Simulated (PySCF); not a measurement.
# C5H11OP: magnetic properties

Aim: compute the magnetic properties of C5H11OP (`O=[PH]1CCCCC1`).

Programs: PySCF 2.14.0, with routines of our own; each step states its level. All values are computed. Atoms count from 0.

## 1. The system as given

18 atoms, charge 0, multiplicity 1; geometry from: GFN2-xTB.

## 2. Magnetic properties: GIAO BHandHLYP/pcSseg-1

What the job is given:

```
{"job": {"kind": "mag", "xc": "BHandHLYP", "basis": "pcSseg-1", "isotopologues": 2}, "charge": 0, "multiplicity": 1}
O      0.341374    -2.639509     1.500882
P      0.176656    -1.615879     0.466426
C     -1.342682    -0.612092     0.586365
C     -1.356101     0.502055    -0.450636
C     -0.149357     1.427048    -0.308236
C      1.168494     0.726558    -0.631840
C      1.497840    -0.359481     0.382611
H      0.127925    -2.119701    -0.836538
H     -1.363051    -0.208278     1.604194
H     -2.204975    -1.275918     0.480206
H     -2.274255     1.085310    -0.343173
H     -1.356396     0.064487    -1.451668
H     -0.273402     2.275424    -0.984708
H     -0.111039     1.816931     0.711816
H      1.975662     1.463450    -0.648159
H      1.103919     0.283422    -1.628409
H      2.439821    -0.861998     0.146881
H      1.590809     0.054487     1.392330
```

Method: GIAO BHandHLYP/pcSseg-1 magnetisability, rotational g tensor and spin-rotation constants, non-relativistic, gas phase.

Run with:

```sh
> OMP_NUM_THREADS=1 python excited_run.py task.json out
```

One launch serves the whole session: the jobs run in the order shown.

The log of the run:

```text
coarse grid: 14960 points
cycle   1  E = -613.3345829712  dE =  1.304e+00  |g| = 8.759e-01  |ddm| = 3.751e+00
cycle   2  E = -613.1563900764  dE =  1.782e-01  |g| = 1.319e+00  |ddm| = 2.601e+00
cycle   3  E = -613.4902273965  dE = -3.338e-01  |g| = 9.931e-02  |ddm| = 1.802e+00
cycle   4  E = -613.4919356145  dE = -1.708e-03  |g| = 5.381e-02  |ddm| = 1.348e-01
cycle   5  E = -613.4926552066  dE = -7.196e-04  |g| = 3.620e-03  |ddm| = 4.689e-02
cycle   6  E = -613.4926584348  dE = -3.228e-06  |g| = 1.050e-03  |ddm| = 5.482e-03
final grid: 138272 points
cycle   7  E = -613.5362522674  dE = -2.037e-05  |g| = 3.476e-03  |ddm| = 1.621e-02
cycle   8  E = -613.5362523638  dE = -9.642e-08  |g| = 3.490e-03  |ddm| = 6.069e-03
cycle   9  E = -613.5362552557  dE = -2.892e-06  |g| = 5.135e-04  |ddm| = 3.366e-03
cycle  10  E = -613.5362552964  dE = -4.071e-08  |g| = 2.051e-04  |ddm| = 6.609e-04
cycle  11  E = -613.5362553042  dE = -7.802e-09  |g| = 2.558e-05  |ddm| = 2.048e-04
cycle  12  E = -613.5362553043  dE = -1.453e-10  |g| = 3.304e-06  |ddm| = 3.518e-05
converged SCF energy = -613.5362553043

Magnetisability tensor (1e-30 J/T^2)
    -1269.22        9.03       -6.78
        9.03    -1295.84       91.02
       -6.78       91.02    -1249.01
isotropic -1271.36   principal values   -1367.70  -1267.93  -1178.45
isotropic susceptibility -76.563 1e-6 cm^3/mol

Inertial axes            a          b          c
rot. const./GHz      3.7605     1.8539     1.3683
chi total           -81.814    -76.356    -71.519
chi diamagnetic    -455.019   -760.508   -997.601
chi paramagnetic    373.206    684.151    926.082
quadrupole/D A      -15.276      8.797      6.479
g nuclear            0.6499     0.5741     0.5770
g electronic        -0.6593    -0.5959    -0.5953
g total             -0.0095    -0.0218    -0.0183

Spin-rotation constants (kHz, H = +C I.J)
atom  isotope        aa         bb         cc
  1    31P        4.764      3.264      2.295
  7     1H       -0.375     -0.165      0.109
  8     1H       -0.463     -0.205      0.044
  9     1H       -0.367      0.018     -0.143
 10     1H       -0.262     -0.043     -0.133
 11     1H       -0.433     -0.213      0.034
 12     1H        0.102     -0.212     -0.146
 13     1H       -0.425     -0.222      0.035
 14     1H       -0.261     -0.043     -0.133
 15     1H       -0.432     -0.213      0.034
 16     1H       -0.367      0.018     -0.143
 17     1H       -0.463     -0.205      0.044
  0    17O*      -0.777     -0.147     -0.117
  2    13C*       0.571      0.329      0.227
  3    13C*       0.641      0.254      0.205
  4    13C*       0.643      0.308      0.197
* in the singly substituted isotopologue

Isotopologues: g along a, b, c
2H    at 7,8,9,10,11,12    -0.0074    -0.0196    -0.0163
18O   at 0                 -0.0094    -0.0206    -0.0176
```

Wall time 48 s (1 thread of Arm Neoverse N1, shared host); peak memory 0.82 GiB.

Key values:

| quantity | value |
| --- | --- |
| magnetisability | -1271·10⁻³⁰ J/T² |
| molar susceptibility | -76.6·10⁻⁶ cm³/mol |
| rotational g (a, b, c) | -0.0095, -0.0218, -0.0183 |

## 3. Magnetic properties: GIAO PW91/pcseg-1

Settings changed since step 2:

```diff
@@ -1,2 +1,2 @@
-{"job": {"kind": "mag", "xc": "BHandHLYP", "basis": "pcSseg-1", "isotopologues": 2}, "charge": 0, "multiplicity": 1}
+{"job": {"kind": "mag", "xc": "PW91", "basis": "pcseg-1", "scf": {"aux": "def2-universal-jkfit"}}, "charge": 0, "multiplicity": 1}
 O      0.341374    -2.639509     1.500882
```

Method: GIAO PW91/pcseg-1 magnetisability, rotational g tensor and spin-rotation constants, non-relativistic, gas phase.

The log of the run:

```text
final grid: 138272 points
cycle   1  E = -613.3280325423  dE =  8.871e-01  |g| = 1.029e+00  |ddm| = 4.309e+00
cycle   2  E = -611.5962385341  dE =  1.732e+00  |g| = 2.824e+00  |ddm| = 7.160e+00
cycle   3  E = -613.5009286520  dE = -1.905e+00  |g| = 4.883e-01  |ddm| = 6.618e+00
cycle   4  E = -613.5541630797  dE = -5.323e-02  |g| = 2.026e-01  |ddm| = 7.846e-01
cycle   5  E = -613.5637700586  dE = -9.607e-03  |g| = 3.660e-02  |ddm| = 2.274e-01
cycle   6  E = -613.5641301568  dE = -3.601e-04  |g| = 1.024e-02  |ddm| = 6.336e-02
cycle   7  E = -613.5641551523  dE = -2.500e-05  |g| = 2.596e-03  |ddm| = 1.512e-02
cycle   8  E = -613.5641567321  dE = -1.580e-06  |g| = 6.571e-04  |ddm| = 4.275e-03
cycle   9  E = -613.5641568123  dE = -8.022e-08  |g| = 2.353e-04  |ddm| = 7.285e-04
cycle  10  E = -613.5641568233  dE = -1.107e-08  |g| = 7.740e-05  |ddm| = 3.406e-04
cycle  11  E = -613.5641568248  dE = -1.467e-09  |g| = 1.880e-05  |ddm| = 1.049e-04
cycle  12  E = -613.5641568249  dE = -9.209e-11  |g| = 3.642e-06  |ddm| = 3.307e-05
converged SCF energy = -613.5641568249

Magnetisability tensor (1e-30 J/T^2)
    -1238.50        8.44       -6.12
        8.44    -1260.84       88.12
       -6.12       88.12    -1212.78
isotropic -1237.37   principal values   -1329.34  -1237.30  -1145.47
isotropic susceptibility -74.516 1e-6 cm^3/mol

Inertial axes            a          b          c
rot. const./GHz      3.7605     1.8539     1.3683
chi total           -79.553    -74.512    -69.484
chi diamagnetic    -455.101   -759.510   -996.217
chi paramagnetic    375.548    684.998    926.733
quadrupole/D A      -13.835      8.404      5.431
g nuclear            0.6499     0.5741     0.5770
g electronic        -0.6635    -0.5966    -0.5957
g total             -0.0136    -0.0225    -0.0187

Spin-rotation constants (kHz, H = +C I.J)
atom  isotope        aa         bb         cc
  1    31P        4.824      3.396      2.369
  7     1H       -0.359     -0.160      0.114
  8     1H       -0.462     -0.209      0.049
  9     1H       -0.359      0.022     -0.144
 10     1H       -0.256     -0.040     -0.133
 11     1H       -0.434     -0.214      0.041
 12     1H        0.118     -0.213     -0.148
 13     1H       -0.431     -0.223      0.040
 14     1H       -0.256     -0.040     -0.133
 15     1H       -0.434     -0.214      0.041
 16     1H       -0.359      0.022     -0.144
 17     1H       -0.462     -0.209      0.049
  0    17O*      -0.824     -0.156     -0.134
  2    13C*       0.559      0.328      0.228
  3    13C*       0.629      0.247      0.206
  4    13C*       0.647      0.301      0.193
* in the singly substituted isotopologue
```

Wall time 51 s (1 thread of Arm Neoverse N1, shared host); peak memory 0.57 GiB.

In short:

| quantity | value |
| --- | --- |
| magnetisability | -1237·10⁻³⁰ J/T² |
| molar susceptibility | -74.5·10⁻⁶ cm³/mol |
| rotational g (a, b, c) | -0.0136, -0.0225, -0.0187 |

## 4. The levels compared

| level | ξ (10⁻³⁰ J/T²) | g(a) | g(b) | gap (eV) | functions | time |
| --- | --- | --- | --- | --- | --- | --- |
| GIAO BHandHLYP/pcSseg-1 | -1271 | -0.0095 | -0.0218 | 10.37 | 181 | 48 s |
| GIAO PW91/pcseg-1 | -1237 | -0.0136 | -0.0225 | 6.02 | 157 | 51 s |

## 5. Results

```
                                                quantity                      value
       magnetisability (step 2, GIAO BHandHLYP/pcSseg-1)           -1271·10⁻³⁰ J/T²
  molar susceptibility (step 2, GIAO BHandHLYP/pcSseg-1)         -76.6·10⁻⁶ cm³/mol
rotational g (a, b, c) (step 2, GIAO BHandHLYP/pcSseg-1)  -0.0095, -0.0218, -0.0183
                         magnetisability over the levels  -1271 to -1237·10⁻³⁰ J/T²
```

**Reading.** The magnetisability spreads by 2.7 % over 2 levels of like cost. Two levels can agree by chance, so this spread shows no convergence. Vibrational averaging and real surroundings are missing from these values.
